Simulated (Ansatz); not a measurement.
# Si2Mo: how the settings move a single-point run

How sensitive is a single-point run of Si2Mo to its settings? A reference run comes first, then one run with altered input.

Program: Ansatz 0.2.0. Level of theory: reference: DFT, PBE, all-electron PAW with datasets made for the crystal, scalar-relativistic. These are calculated values, not measurements.

### Step 1. Starting point

It takes space group I4/mmm (No. 139, tetragonal). The conventional cell has a = 3.200 Å, b = 3.200 Å, c = 7.839 Å, α = 90.00°, β = 90.00°, γ = 90.00°. Si (site symmetry 4mm) has 5 Si at 2.59 to 2.62 Å and 5 Mo at 2.61 to 2.63 Å in its first shell of neighbours. Mo (site symmetry 4/mmm) has 10 Si at 2.61 to 2.63 Å in its first shell of neighbours.

Coordinates:

```xyz
3
Lattice="-1.5998 1.5998 3.9195 1.5998 -1.5998 3.9195 1.5998 1.5998 -3.9195" Properties=species:S:1:pos:R:3 pbc="T T T"
Si    0.0000    0.0000    5.2138
Si    0.0000    0.0000    2.6251
Mo    0.0000    0.0000    0.0000
```

### Step 2. Reference

File input.yaml:

```yaml
crystal:
  lattice:
    - [-1.5998054742, 1.5998054742, 3.9194723555]
    - [1.5998054742, -1.5998054742, 3.9194723555]
    - [1.5998054742, 1.5998054742, -3.9194723555]
  atoms:
    - { symbol: Si, position: [0.6651147117, 0.6651147117, 0.0] }
    - { symbol: Si, position: [0.3348852883, 0.3348852883, 0.0] }
    - { symbol: Mo, position: [0.0, 0.0, 0.0] }
kpoints:
  mp_grid: { grid: [16, 16, 16] }
scf:
  occupations: { method: fermi_dirac, width: 0.05 }
hamiltonian:
  xc: pbe
  pseudopotentials: { kind: all_electron, datasets: crystal }
output:
  forces: true
  stress: true
  eigenvalues: true
  efg: { contact_densities: true }
```

Command:

```bash
ansatz run input.yaml --threads 1 --pin off --max-ram 3072MiB --backend cpu --events-out ev --progress --plain --runs-dir out
```

### Step 3. Changed: dr2_threshold 1.0e-05

Changes to input.yaml since step 2:

```diff
@@ -13,2 +13,3 @@
   occupations: { method: fermi_dirac, width: 0.05 }
+  convergence: { dr2_threshold: 1.0e-05 }
 hamiltonian:
```

Before running it: what results should come out? Wanted: for each run, ending; energy change; pressure; gap; force.

The runs gave:

```csv
run,ending,energy change,pressure (GPa),gap (eV),force (eV/Å),cycles,time
reference,converged,0,3.2,0.00,0.00,9,44 s
1: dr2_threshold 1.0e-05,converged,0.0 meV/atom,3.2,0.00,0.00,8,41 s
```

Residual by cycle in the longest SCF loop of each run; runs are numbered as in the table. The quantity is the density residual dr2, in eV.

```csv
cycle,reference,run 1
1,5.01,5.01
2,0.668,0.668
3,0.229,0.229
4,0.108,0.108
5,0.022,0.022
6,3.3e-4,3.3e-4
7,3.5e-5,3.5e-5
8,2.7e-6,2.7e-6
9,5.3e-8,-
```

With the changed convergence setting the energy agrees within 0.5 meV/atom. Cost: 8 SCF cycles against 9. The reference leaves spin out although Mo can carry a moment, so its state need not be the lowest.
